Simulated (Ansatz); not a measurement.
**CH7AlSSi2: up Jacob's ladder to CCSD(T)**

Aim: compute CH7AlSSi2 with functionals from several rungs and with coupled cluster, and see how far each lands from CCSD(T) at the basis-set limit for the atomisation energy.

Method: functionals in def2-TZVPP, the program's frozen cores in correlated methods; program: Ansatz 0.2.0, Gaussian basis.

Levels to be run: PBE-D4, r2SCAN-D4, PBE0-D4, B3LYP-D4, ωB97X-V, ωB97M-V, B2PLYP; CCSD(T)/def2-TZVPP; MP2/def2-QZVPP; extrapolation to the limit.

## Step 1: Structure used throughout

All runs share one geometry, relaxed beforehand with PBE0-D4 in a triple-zeta def2 set.

12 atoms, charge 0, spin multiplicity 1.

Atoms are counted from 1 here; the program's logs count them from 0.

Bond lengths: S1–Al2 2.183 Å, S1–H6 1.345 Å, Al2–Si3 2.448 Å, Al2–Si5 2.451 Å, Si3–C4 1.909 Å, Si3–H7 1.491 Å, Si3–H8 1.494 Å, C4–Si5 1.907 Å, C4–H9 1.096 Å, C4–H10 1.093 Å, Si5–H11 1.491 Å, Si5–H12 1.494 Å. Angles: Al2–S1–H6 93.5°, S1–Al2–Si3 140.5°, S1–Al2–Si5 143.1°, Si3–Al2–Si5 76.2°, Al2–Si3–C4 86.0°, Al2–Si3–H7 127.0°, Al2–Si3–H8 111.3°, C4–Si3–H7 113.7°, C4–Si3–H8 109.3°, H7–Si3–H8 107.4°, Si3–C4–Si5 104.8°, Si3–C4–H9 107.8°, Si3–C4–H10 114.2°, Si5–C4–H9 107.8°, Si5–C4–H10 114.1°, H9–C4–H10 107.8°, Al2–Si5–C4 86.0°, Al2–Si5–H11 126.8° and more.

## Step 2: PBE-D4 (GGA)

File in.yaml:

```yaml
crystal:
  periodic: [false, false, false]
  atoms:
    - {symbol: S, position_ang: [-2.340696, 1.500047, 2.427440]}
    - {symbol: Al, position_ang: [-0.960157, 0.494281, 1.068154]}
    - {symbol: Si, position_ang: [1.381128, -0.207610, 0.933945]}
    - {symbol: C, position_ang: [1.140011, -0.189051, -0.959361]}
    - {symbol: Si, position_ang: [-0.740942, -0.374989, -1.213316]}
    - {symbol: H, position_ang: [-3.357392, 1.470992, 1.547755]}
    - {symbol: H, position_ang: [2.574611, 0.559533, 1.392696]}
    - {symbol: H, position_ang: [1.552632, -1.617422, 1.397035]}
    - {symbol: H, position_ang: [1.430763, 0.803100, -1.324325]}
    - {symbol: H, position_ang: [1.738224, -0.931046, -1.493824]}
    - {symbol: H, position_ang: [-1.246090, 0.261654, -2.463907]}
    - {symbol: H, position_ang: [-1.095192, -1.824688, -1.278392]}
basis:
  gaussian: {orbitals: def2-TZVPP}
hamiltonian: {xc: pbe, dispersion: d4}
output: {forces: true, orbitals: {seedname: orbitals}}
```

Command:

```
ansatz run in.yaml --threads 4 --pin off --events-out ev --progress --plain --max-ram 10444MiB
```

The runs that follow: r2SCAN-D4 (meta-GGA); PBE0-D4 (hybrid); B3LYP-D4 (hybrid); ωB97X-V (range-separated); ωB97M-V (range-separated); B2PLYP (double hybrid); CCSD(T) in def2-TZVPP; MP2 in def2-QZVPP.

Before running them: what should the planned runs give, taken together? Wanted: atomisation energy, CCSD(T)/CBS; farthest; mean size of error, hybrid; mean size of error, range-separated; gap, smallest and largest; T1 diagnostic; triples share of the correlation energy.

**Answer**, as computed:

```
                               quantity                                value
        atomisation energy, CCSD(T)/CBS                        3796.2 kJ/mol
 functionals within 19.0 kJ/mol (0.5 %)  PBE-D4, r2SCAN-D4, PBE0-D4, ωB97M-V
                               farthest                B2PLYP (-76.7 kJ/mol)
             mean size of error, hybrid                          18.2 kJ/mol
    mean size of error, range-separated                          17.4 kJ/mol
              gap, smallest and largest  2.82 eV (PBE-D4), 8.55 eV (ωB97X-V)
                          T1 diagnostic                               0.0135
triples share of the correlation energy                                4.3 %
```

**Reading.** PBE-D4 is off by +11.6 kJ/mol. Double hybrids carry the basis error of their MP2 part in triple zeta, and no dispersion term here, so their miss is partly the set-up's. Misses under about 19.0 kJ/mol are within the doubt on the reference itself, which lacks core-valence correlation, relativity and higher excitations. Hartree-Fock recovers 74 % of the binding; the rest is correlation. The gap grows from 2.8 to 8.5 eV across the functionals, mostly with the share of exact exchange.
